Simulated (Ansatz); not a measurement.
# MgV2O4 (Magnesiocoulsonite): the cost of one run

Computed with Ansatz 0.2.0 (DFT, PAW plane waves, r2scan, unless a step's input says otherwise).

## 1. Starting point

Symmetry: Fd-3m, No. 227, cubic system. The conventional cell has a = 8.420 Å, b = 8.420 Å, c = 8.420 Å, α = 90.00°, β = 90.00°, γ = 90.00°. Mg (site symmetry -43m) has 4 O at 1.95 Å as nearest neighbours. V (site symmetry -3m) has 6 O at 2.03 Å as nearest neighbours. Around O (site symmetry 3m) lie 1 Mg at 1.95 Å and 3 V at 2.03 Å.

As a file:

```
Mg V O
1.0
     0.00000    4.21000    4.21000
     4.21000    0.00000    4.21000
     4.21000    4.21000    0.00000
Mg V O
2 4 8
Direct
  0.00000 0.00000 0.00000
  0.25000 0.25000 0.25000
  0.62500 0.62500 0.62500
  0.12500 0.62500 0.62500
  0.62500 0.62500 0.12500
  0.62500 0.12500 0.62500
  0.38400 0.38400 0.38400
  0.40200 0.86600 0.86600
  0.38400 0.38400 0.84800
  0.86600 0.40200 0.86600
  0.84800 0.38400 0.38400
  0.86600 0.86600 0.86600
  0.38400 0.84800 0.38400
  0.86600 0.86600 0.40200
```

## 2. A run

File input.yaml:

```yaml
crystal:
  lattice:
    - [0.0, 4.21, 4.21]
    - [4.21, 0.0, 4.21]
    - [4.21, 4.21, 0.0]
  atoms:
    - { symbol: Mg, position: [0.0, 0.0, 0.0] }
    - { symbol: Mg, position: [0.25, 0.25, 0.25] }
    - { symbol: V, position: [0.625, 0.625, 0.625], spin: 2.0 }
    - { symbol: V, position: [0.125, 0.625, 0.625], spin: 2.0 }
    - { symbol: V, position: [0.625, 0.625, 0.125], spin: 2.0 }
    - { symbol: V, position: [0.625, 0.125, 0.625], spin: 2.0 }
    - { symbol: O, position: [0.384, 0.384, 0.384] }
    - { symbol: O, position: [0.402, 0.866, 0.866] }
    - { symbol: O, position: [0.384, 0.384, 0.848] }
    - { symbol: O, position: [0.866, 0.402, 0.866] }
    - { symbol: O, position: [0.848, 0.384, 0.384] }
    - { symbol: O, position: [0.866, 0.866, 0.866] }
    - { symbol: O, position: [0.384, 0.848, 0.384] }
    - { symbol: O, position: [0.866, 0.866, 0.402] }
  symmetry: { tolerance: 0.0003 }
hamiltonian:
  xc: r2scan
  pseudopotentials: { kind: paw, azcp: { folder: soft_1 } }
basis:
  ecutwfc: 500
magnetization:
  spin_polarized: true
scf:
  occupations: { method: fermi_dirac, width: 0.05 }
kpoints:
  mp_grid: { grid: [6, 6, 6], shift: [0, 0, 0] }
output:
  forces: true
  stress: true
  eigenvalues: true
```

Command:

```bash
$ ansatz run input.yaml --threads 4 --pin off --max-ram 10240MiB --backend cpu --events-out ev --progress --plain --runs-dir out
```

What time and memory should one allow on 4 threads of Intel Xeon Platinum 8375C at 2.90GHz (Ice Lake), shared host?

About 6 min, with a peak of 7.8 GiB.
